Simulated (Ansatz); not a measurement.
Hf3Be, space group I4/mmm, a comparison of norm-conserving and PAW potentials

Run with Ansatz's Python interface.

`hf3be.xyz`
```text
4
Lattice="-2.092 2.092 4.353046 2.092 -2.092 4.353046 2.092 2.092 -4.353046" Properties=species:S:1:pos:R:3 pbc="T T T"
Hf    0.00000000    2.09200000    2.17652300
Hf    2.09200000    0.00000000    2.17652300
Hf    0.00000000    0.00000000    4.35304600
Be    0.00000000    0.00000000    0.00000000
```

`hf3be.py`
```python
'''Two kinds of potentials on Hf3Be.'''

import ansatz as az
import numpy as np
from tabulate import tabulate


def count_gap(report):
    # lowest empty less highest filled band, counting bands; zero where they overlap
    return max(report.get('gap_by_band_count_ev') or 0.0, 0.0)


def main() -> None:
    cell = az.Crystal.from_extxyz('hf3be.xyz')

    calc = (
        cell.calculation()
        .occupations('fermi_dirac')
        .functional('lda')
        .kpoints(7, 7, 7)  # the mesh must be finer for metals
        .stress()
        .forces()  # minus the gradient of the free energy
        .band_table()  # levels at the mesh points
    )
    variants = {
        'PAW': calc.pseudopotentials('paw'),
        'norm-conserving': calc.pseudopotentials('nc'),
    }
    # totals differ by the cores that each treatment holds, so compare what does not depend on them
    rows = []
    for label, variant in variants.items():
        r = variant.run().report
        levels = np.array(r['eigenvalues_ev'][0]) - r['fermi_energy_ev']
        print(label, 'levels at the first k-point near E_F:', np.round(levels[np.abs(levels) < 5], 3))
        rows.append((label, r['n_electrons'], np.trace(r['stress_gpa']) / 3, float(np.abs(r['forces_ev_ang']).max()), count_gap(r)))
    print(tabulate(rows, headers=['treatment', 'electrons in bands', 'P GPa', 'max force component eV/A', 'gap by band count eV'], floatfmt='.4f', tablefmt='plain'))


if __name__ == '__main__':
    main()
```

Running `python hf3be.py` prints:
```text
DeckWarning: basis.ecutwfc = 420 eV, auto-derived from the records' recommended cutoffs: set by Hf (normal level)
PAW levels at the first k-point near E_F: [-2.969 -2.531 -1.459 -0.989 -0.989  0.065  0.727  0.727  1.667  3.009
  3.231  3.284  4.64   4.64 ]
DeckWarning: basis.ecutwfc = 1197.300995 eV, auto-derived from the records' recommended cutoffs: set by Be (normal level)
norm-conserving levels at the first k-point near E_F: [-2.968 -2.53  -1.45  -0.988 -0.988  0.072  0.731  0.731  1.654  3.005]
treatment          electrons in bands    P GPa    max force component eV/A    gap by band count eV
PAW                           80.0000  -7.7425                      0.0000                  0.0000
norm-conserving               40.0000  -8.7444                      0.0000                  0.0000
```
(Warnings from the package without file and line.)

PAW gives -7.743 GPa and norm-conserving -8.744 GPa, 1.00 GPa apart (a gap this large is an error of one set of files, which an all-electron run can settle). They took 9.8 and 16.8 s of processor time.

What to keep in mind:
- The computed bands are complete only to about 1.7 eV above the Fermi level.
- For a metal this k-point mesh is coarse: on a finer one energies can move by several to tens of meV an atom and pressures by half a GPa or more, differences at one mesh by less.
- A gap by band count of zero or less means overlapping bands, a metal.
- At these settings the cell as given stands under about -8 GPa, so it isn't at this functional's equilibrium volume.
- This cell is a computed structure, which may not be the phase found in nature.
- Gaps and levels are Kohn-Sham values on a finite set of k-points, without spin-orbit coupling.
- Stress is positive in compression.
- It ran for 27 s on 1 thread of Arm Neoverse V2, on a shared host, peak memory 0.62 GiB.
